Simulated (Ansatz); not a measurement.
**Si₃Ge₂H₁₂: a ladder of functionals and wavefunction methods**

One table from this session's results is given with a row withheld; the runs are named, their logs left out.

Method: functionals in def2-TZVPP, the program's frozen cores in correlated methods; program: Ansatz 0.2.0, Gaussian basis.

Plan: LDA (SPW92), PBE-D4, revPBE-D4, BLYP-D4, r2SCAN-D4, B97M-V, PBE0-D4, B3LYP-D4, r2SCANh-D4, r2SCAN0-D4, HSE06-D4, BHLYP-D4, CAM-B3LYP-D4, LC-ωPBE, ωB97X-V, ωB97M-V, B2PLYP, PBE-QIDH; CCSD(T)/def2-SVP; CCSD(T)/def2-TZVPP; MP2/def2-QZVPP; extrapolation to the limit; RPA on PBE.

### The geometry

The geometry comes from an earlier relaxation with PBE0-D4 in a triple-zeta def2 set; it is a stationary point, not always the lowest conformer.

SMILES `[SiH3][GeH2][SiH2][GeH2][SiH3]`, 17 atoms, charge 0, spin multiplicity 1.

Atoms are counted from 1 here; the program's logs count them from 0.

Bond lengths: Si1–Ge2 2.379 Å, Si1–H6 1.487 Å, Si1–H7 1.487 Å, Si1–H8 1.487 Å, Ge2–Si3 2.381 Å, Ge2–H9 1.541 Å, Ge2–H10 1.540 Å, Si3–Ge4 2.381 Å, Si3–H11 1.489 Å, Si3–H12 1.489 Å, Ge4–Si5 2.379 Å, Ge4–H13 1.540 Å, Ge4–H14 1.541 Å, Si5–H15 1.487 Å, Si5–H16 1.487 Å, Si5–H17 1.487 Å. Angles: Ge2–Si1–H6 111.2°, Ge2–Si1–H7 109.8°, Ge2–Si1–H8 109.4°, H6–Si1–H7 108.9°, H6–Si1–H8 108.9°, H7–Si1–H8 108.6°, Si1–Ge2–Si3 110.0°, Si1–Ge2–H9 109.2°, Si1–Ge2–H10 110.3°, Si3–Ge2–H9 108.8°, Si3–Ge2–H10 110.9°, H9–Ge2–H10 107.7°, Ge2–Si3–Ge4 108.5°, Ge2–Si3–H11 109.6°, Ge2–Si3–H12 110.4°, Ge4–Si3–H11 110.4°, Ge4–Si3–H12 109.6°, H11–Si3–H12 108.4° and more.

Set-up of the first run:

in.yaml

```yaml
crystal:
  periodic: [false, false, false]
  atoms:
    - {symbol: Si, position_ang: [-0.095898, 1.639913, -2.122094]}
    - {symbol: Ge, position_ang: [1.499792, 1.269444, -0.396912]}
    - {symbol: Si, position_ang: [1.609125, -1.050733, 0.124676]}
    - {symbol: Ge, position_ang: [-0.606712, -1.852158, 0.463739]}
    - {symbol: Si, position_ang: [-1.760618, -0.427972, 1.980210]}
    - {symbol: H, position_ang: [-0.179984, 3.081022, -2.477920]}
    - {symbol: H, position_ang: [0.283670, 0.865561, -3.333467]}
    - {symbol: H, position_ang: [-1.433492, 1.178705, -1.664142]}
    - {symbol: H, position_ang: [1.069113, 2.041739, 0.865071]}
    - {symbol: H, position_ang: [2.880917, 1.801660, -0.823726]}
    - {symbol: H, position_ang: [2.259229, -1.783620, -0.996621]}
    - {symbol: H, position_ang: [2.413544, -1.268303, 1.358629]}
    - {symbol: H, position_ang: [-0.592316, -3.298102, 0.994667]}
    - {symbol: H, position_ang: [-1.345602, -1.856381, -0.888495]}
    - {symbol: H, position_ang: [-1.813529, 0.949002, 1.420959]}
    - {symbol: H, position_ang: [-3.148937, -0.904821, 2.216157]}
    - {symbol: H, position_ang: [-1.038310, -0.384968, 3.279281]}
basis:
  gaussian: {orbitals: def2-TZVPP}
hamiltonian: {xc: lda}
output: {orbitals: {seedname: orbitals}}
```

Steps of the session up to this table: LDA; PBE-D4 (GGA); revPBE-D4 (GGA); BLYP-D4 (GGA); r2SCAN-D4 (meta-GGA); B97M-V (meta-GGA); PBE0-D4 (hybrid); B3LYP-D4 (hybrid); r2SCANh-D4 (hybrid); r2SCAN0-D4 (hybrid); HSE06-D4 (hybrid); BHLYP-D4 (hybrid); CAM-B3LYP-D4 (range-separated); LC-ωPBE-D4 (range-separated; the results give it without D4); ωB97X-V (range-separated); ωB97M-V (range-separated); B2PLYP (double hybrid); PBE-QIDH (double hybrid).

One table of the session follows, with a row left open; its other results are not shown here.

It belongs to the step «Orbital energies across the functionals». 

```
  functional  HOMO (eV)  gap (eV)
 LDA (SPW92)      -6.87      5.55
      PBE-D4          ?         ?
   revPBE-D4      -6.72      5.70
     BLYP-D4      -6.59      5.63
   r2SCAN-D4      -7.01      6.15
      B97M-V      -7.14      6.09
     PBE0-D4      -7.77      7.44
    B3LYP-D4      -7.55      7.06
  r2SCANh-D4      -7.37      6.79
  r2SCAN0-D4      -7.92      7.74
    HSE06-D4      -7.38      6.69
    BHLYP-D4      -8.63      9.19
CAM-B3LYP-D4      -8.93      9.60
     LC-ωPBE     -10.21     11.93
     ωB97X-V      -9.90     11.51
     ωB97M-V      -9.70     11.00
```

**Question.** Estimate the row for PBE-D4.

**Answer.** HOMO (eV): -6.76; gap (eV): 5.65. In the column «HOMO (eV)» it lies between LDA (SPW92) (-6.87) and revPBE-D4 (-6.72).
